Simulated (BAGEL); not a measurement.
# C2H7BO (SMILES CCBO), step by step

Wanted: a single-point energy (HF/6-31G*), then the energy (NEVPT2(2,2)/6-31G*), then a single-point energy (CASPT2(2,2)/6-31G*) of C2H7BO. 

Program for the calculation: BAGEL 1.2.2.

1 further run of the same task is left out (set aside as unsound or not needed).

### 1 Starting point

C2H7BO has 11 atoms, charge 0, and is taken as a singlet. SMILES: `CCBO`. The shape is that of a PBE0-D4/def2-TZVP optimisation. This is one conformer, not always the lowest.

Bond lengths: C1–C2 1.528 Å, C2–B3 1.569 Å, B3–O4 1.355 Å, C1–H5 1.093 Å, C1–H6 1.092 Å, C1–H7 1.093 Å, C2–H8 1.098 Å, C2–H9 1.101 Å, B3–H10 1.202 Å, O4–H11 0.962 Å. Some angles: C1–C2–B3 114.3°, C2–B3–O4 123.5°, C1–C2–H8 110.4°, C1–C2–H9 108.7°, B3–C2–H8 111.8°, B3–C2–H9 105.8°, C2–C1–H5 111.4°, C2–C1–H6 111.9°, C2–C1–H7 111.0°, C2–B3–H10 121.4°.

### 2 The energy at HF/6-31G(d) (density fitting with svp-jkfit, spherical functions) (run 1)

File job.json:

```json
{ "bagel" : [

{
  "title" : "molecule",
  "basis" : "6-31gs.json",
  "df_basis" : "svp-jkfit",
  "angstrom" : true,
  "geometry" : [
    { "atom" : "C", "xyz" : [      -0.556208,       1.314029,       0.194094 ] },
    { "atom" : "C", "xyz" : [      -0.148100,      -0.126400,       0.498700 ] },
    { "atom" : "B", "xyz" : [       0.844200,      -0.749700,      -0.545000 ] },
    { "atom" : "O", "xyz" : [       0.775200,      -2.034600,      -0.968200 ] },
    { "atom" : "H", "xyz" : [      -1.123608,       1.378629,      -0.737906 ] },
    { "atom" : "H", "xyz" : [      -1.178108,       1.737229,       0.986294 ] },
    { "atom" : "H", "xyz" : [       0.322292,       1.954029,       0.082394 ] },
    { "atom" : "H", "xyz" : [      -1.037300,      -0.754700,       0.640300 ] },
    { "atom" : "H", "xyz" : [       0.380300,      -0.147700,       1.464300 ] },
    { "atom" : "H", "xyz" : [       1.748300,      -0.108300,      -1.010000 ] },
    { "atom" : "H", "xyz" : [       0.038500,      -2.519500,      -0.584400 ] }
  ]
},

{ "title" : "hf" },

{ "title" : "print", "file" : "orbitals.molden", "orbitals" : true }

]}
```

The basis set 6-31G* is read from a file made from the Basis Set Exchange's data (not shown).

Launch:

```sh
BAGEL_NUM_THREADS=1 BAGEL job.json > job.out
```

The log of the run:

```text
* using 1 threads per process

  ===============================================================
  ===============================================================

  *** Geometry ***

  { "atom" : "C", "xyz" : [     -1.051081,      2.483155,      0.366785 ] },
  { "atom" : "C", "xyz" : [     -0.279868,     -0.238861,      0.942406 ] },
  { "atom" : "B", "xyz" : [      1.595307,     -1.416728,     -1.029901 ] },
  { "atom" : "O", "xyz" : [      1.464916,     -3.844837,     -1.829633 ] },
  { "atom" : "H", "xyz" : [     -2.123311,      2.605231,     -1.394440 ] },
  { "atom" : "H", "xyz" : [     -2.226301,      3.282887,      1.863826 ] },
  { "atom" : "H", "xyz" : [      0.609044,      3.692580,      0.155702 ] },
  { "atom" : "H", "xyz" : [     -1.960213,     -1.426176,      1.209992 ] },
  { "atom" : "H", "xyz" : [      0.718663,     -0.279113,      2.767126 ] },
  { "atom" : "H", "xyz" : [      3.303808,     -0.204657,     -1.908623 ] },
  { "atom" : "H", "xyz" : [      0.072754,     -4.761165,     -1.104356 ] },

  Number of auxiliary basis functions:      428

  Since a DF basis is specified, we compute 2- and 3-index integrals:
    o Being stored without compression. Storage requirement is 0.017 GB

  Number of basis functions:       70
  Number of electrons      :       32

    * METHOD: MOLECULE                             0.16

  *** RHF ***

  === Nuclear Repulsion ===
   112.0743512113

      * DIIS with orbital gradients will be used.

  === RHF iteration (6-31gs.json) ===
      0       -179.21042811          0.02269348           0.03
      1       -179.35199237          0.01234101           0.03
      2       -179.39954338          0.00219292           0.03
      3       -179.40142177          0.00058846           0.03
      4       -179.40155261          0.00009409           0.03
      5       -179.40155776          0.00002177           0.03
      6       -179.40155807          0.00000735           0.03
      7       -179.40155811          0.00000170           0.03
      8       -179.40155811          0.00000056           0.03
      9       -179.40155811          0.00000029           0.03
     10       -179.40155811          0.00000008           0.02
     11       -179.40155811          0.00000003           0.02
     12       -179.40155811          0.00000001           0.03
    * SCF iteration converged.

    * Permanent dipole moment:
           (    0.599356,     0.093411,    -0.463653) a.u.

    * METHOD: HF                                   0.45

    * METHOD: PRINT                                0.01

  ===============================================================
```

It took 0.99 s on 1 thread of Intel Xeon 6975P-C (Granite Rapids), shared host; peak memory 0.15 GiB.

### 3 The energy at NEVPT2(2,2)/6-31G(d) (density fitting with svp-jkfit, spherical functions) (run 2)

File nevpt2.json:

```json
{ "bagel" : [

{
  "title" : "molecule",
  "basis" : "6-31gs.json",
  "df_basis" : "svp-jkfit",
  "angstrom" : "true",
  "geometry" : [
    { "atom" : "C", "xyz" : [   -0.556208,    1.314029,    0.194094 ] },
    { "atom" : "C", "xyz" : [   -0.148100,   -0.126400,    0.498700 ] },
    { "atom" : "B", "xyz" : [    0.844200,   -0.749700,   -0.545000 ] },
    { "atom" : "O", "xyz" : [    0.775200,   -2.034600,   -0.968200 ] },
    { "atom" : "H", "xyz" : [   -1.123608,    1.378629,   -0.737906 ] },
    { "atom" : "H", "xyz" : [   -1.178108,    1.737229,    0.986294 ] },
    { "atom" : "H", "xyz" : [    0.322292,    1.954029,    0.082394 ] },
    { "atom" : "H", "xyz" : [   -1.037300,   -0.754700,    0.640300 ] },
    { "atom" : "H", "xyz" : [    0.380300,   -0.147700,    1.464300 ] },
    { "atom" : "H", "xyz" : [    1.748300,   -0.108300,   -1.010000 ] },
    { "atom" : "H", "xyz" : [    0.038500,   -2.519500,   -0.584400 ] }
  ]
},
{
  "title" : "hf"
},
{
  "title" : "casscf",
  "nstate" : 1,
  "nact" : 2,
  "nclosed" : 15,
  "active" : [6, 25],
  "maxiter" : 200,
  "natocc" : "true"
},
{
  "title" : "nevpt2",
  "nstate" : 1,
  "nact" : 2,
  "nclosed" : 15,
  "active" : [6, 25],
  "maxiter" : 200,
  "natocc" : "true",
  "ncore" : 4
},
{
  "title" : "print",
  "file" : "orbitals.molden",
  "orbitals" : "true"
}

]}
```

The basis set 6-31G* is read from a file made from the Basis Set Exchange's data (not shown).

Launch:

```sh
BAGEL_NUM_THREADS=1 BAGEL nevpt2.json > nevpt2.out
```

The log of the run:

```text
* using 1 threads per process

  ===============================================================
  ===============================================================

  *** Geometry ***

  { "atom" : "C", "xyz" : [     -1.051081,      2.483155,      0.366785 ] },
  { "atom" : "C", "xyz" : [     -0.279868,     -0.238861,      0.942406 ] },
  { "atom" : "B", "xyz" : [      1.595307,     -1.416728,     -1.029901 ] },
[... 7 lines of this table left out ...]
  { "atom" : "H", "xyz" : [      0.072754,     -4.761165,     -1.104356 ] },

  Number of auxiliary basis functions:      428

  Since a DF basis is specified, we compute 2- and 3-index integrals:
    o Being stored without compression. Storage requirement is 0.017 GB

[... 18 lines left out ...]
    * SCF iteration converged.
[... 1 line left out ...]
    * Permanent dipole moment:
[... 27 lines left out ...]
    * Second-order optimization converged. *
[... 1 line left out ...]
     guess   0:   closed 1.                   open ..

  === FCI iteration ===

      0  0      -179.40141359     8.33e-02      0.00
      1  0      -179.41632377     2.45e-04      0.00
      2  0 *    -179.41632399     7.29e-16      0.00

     * ci vector, state   0, <S^2> = 0.0000
       2.     0.9960187505
       .2    -0.0891439775

    * METHOD: CASSCF                               1.47

    * freezing 4 orbitals

  === DF-NEVPT2 calculation ===

    * 3-index integral transformation done
    * assembly done

      NEVPT2 correlation energy:   -0.4940343035      0.13

          (+0)     -0.4114131441
          (+0)'    -0.0272114432
          (+1)     -0.0065731772
          (+1)'    -0.0000000000
          (+2)     -0.0003693950
          (-1)     -0.0411677937
          (-1)'     0.0000000000
          (-2)     -0.0072993503

      NEVPT2 total energy:       -179.9103582976

    * METHOD: NEVPT2                               0.21

    * METHOD: PRINT                                0.01

  ===============================================================
```

Run time: 2.7 s. Hardware: 1 thread of Intel Xeon 6975P-C (Granite Rapids), shared host; peak memory 0.15 GiB.

### 4 A single-point energy at CASPT2(2,2)/6-31G(d) (density fitting with svp-jkfit, spherical functions) (run 3)

File input.json:

```json
{ "bagel" : [

{
  "title" : "molecule",
  "basis" : "6-31gs.json",
  "df_basis" : "svp-jkfit",
  "angstrom" : true,
  "geometry" : [
    { "atom" : "C", "xyz" : [      -0.556208,       1.314029,       0.194094 ] },
    { "atom" : "C", "xyz" : [      -0.148100,      -0.126400,       0.498700 ] },
    { "atom" : "B", "xyz" : [       0.844200,      -0.749700,      -0.545000 ] },
    { "atom" : "O", "xyz" : [       0.775200,      -2.034600,      -0.968200 ] },
    { "atom" : "H", "xyz" : [      -1.123608,       1.378629,      -0.737906 ] },
    { "atom" : "H", "xyz" : [      -1.178108,       1.737229,       0.986294 ] },
    { "atom" : "H", "xyz" : [       0.322292,       1.954029,       0.082394 ] },
    { "atom" : "H", "xyz" : [      -1.037300,      -0.754700,       0.640300 ] },
    { "atom" : "H", "xyz" : [       0.380300,      -0.147700,       1.464300 ] },
    { "atom" : "H", "xyz" : [       1.748300,      -0.108300,      -1.010000 ] },
    { "atom" : "H", "xyz" : [       0.038500,      -2.519500,      -0.584400 ] }
  ]
},

{
  "title" : "hf"
},

{
  "title" : "casscf",
  "nstate" : 1,
  "nact" : 2,
  "nclosed" : 15,
  "active" : [6, 25],
  "maxiter" : 200,
  "natocc" : true
},

{
  "title" : "print",
  "file" : "orbitals.molden",
  "orbitals" : true
},

{
  "title" : "smith",
  "method" : "caspt2",
  "ms" : true,
  "xms" : true,
  "sssr" : true,
  "shift" : 0.2,
  "shift_imag" : true,
  "ncore" : 4
}

]}
```

The basis set 6-31G* is read from a file made from the Basis Set Exchange's data (not shown).

Launch:

```sh
BAGEL_NUM_THREADS=1 BAGEL input.json > input.out
```

The log of the run:

```text
* using 1 threads per process

  ===============================================================
  ===============================================================

  *** Geometry ***

  { "atom" : "C", "xyz" : [     -1.051081,      2.483155,      0.366785 ] },
  { "atom" : "C", "xyz" : [     -0.279868,     -0.238861,      0.942406 ] },
  { "atom" : "B", "xyz" : [      1.595307,     -1.416728,     -1.029901 ] },
[... 7 lines of this table left out ...]
  { "atom" : "H", "xyz" : [      0.072754,     -4.761165,     -1.104356 ] },

  Number of auxiliary basis functions:      428

  Since a DF basis is specified, we compute 2- and 3-index integrals:
    o Being stored without compression. Storage requirement is 0.017 GB

[... 18 lines left out ...]
    * SCF iteration converged.
[... 1 line left out ...]
    * Permanent dipole moment:
[... 27 lines left out ...]
    * Second-order optimization converged. *
[... 9 lines left out ...]
     * ci vector, state   0, <S^2> = 0.0000
[... 16 lines left out ...]
    * Zeroth order energy : state  0       -1.2204182459
[... 4 lines left out ...]
       #      aibj      arbs      arbi      airj      risj      airs      arst      rist         Etot      error   time
[... 2 lines left out ...]
       0  -0.41126  -0.00866  -0.04212  -0.00747  -0.00054  -0.02366  -0.00000  -0.00000   -0.4937077  0.0024003   0.08
       1  -0.41167  -0.00876  -0.04241  -0.00767  -0.00059  -0.02440  -0.00000  -0.00000   -0.4955081  0.0004218   0.07
       2  -0.41171  -0.00876  -0.04241  -0.00768  -0.00060  -0.02441  -0.00000  -0.00000   -0.4955838  0.0000834   0.08
       3  -0.41171  -0.00876  -0.04241  -0.00768  -0.00060  -0.02442  -0.00000  -0.00000   -0.4955859  0.0000173   0.08
       4  -0.41171  -0.00876  -0.04241  -0.00768  -0.00060  -0.02442  -0.00000  -0.00000   -0.4955860  0.0000039   0.08
       5  -0.41171  -0.00876  -0.04241  -0.00768  -0.00060  -0.02442   0.00000  -0.00000   -0.4955860  0.0000007   0.08

      ------------------------------------------------------------------------------------------------------------------

    * CASPT2 energy : state  0     -179.9141072351
        w/o shift correction       -179.9119100046
        reference weight              0.8649690129

    * METHOD: SMITH                                0.65

  ===============================================================
```

It took 3.3 s on 1 thread of Intel Xeon 6975P-C (Granite Rapids), shared host; peak memory 0.15 GiB.

### 5 What came out

| quantity | value |
| --- | --- |
| run 1, HF/6-31G*: total energy | -179.40156 Eh |
| run 1, HF/6-31G*: dipole moment | 1.94 D |
| run 1, HF/6-31G*: HOMO energy | -11.72 eV |
| run 1, HF/6-31G*: LUMO energy | 4.53 eV |
| run 1, HF/6-31G*: HOMO–LUMO gap | 16.25 eV |
| run 2, NEVPT2(2,2)/6-31G*: total energy | -179.91036 Eh |
| run 3, CASPT2(2,2)/6-31G*: total energy | -179.91411 Eh |
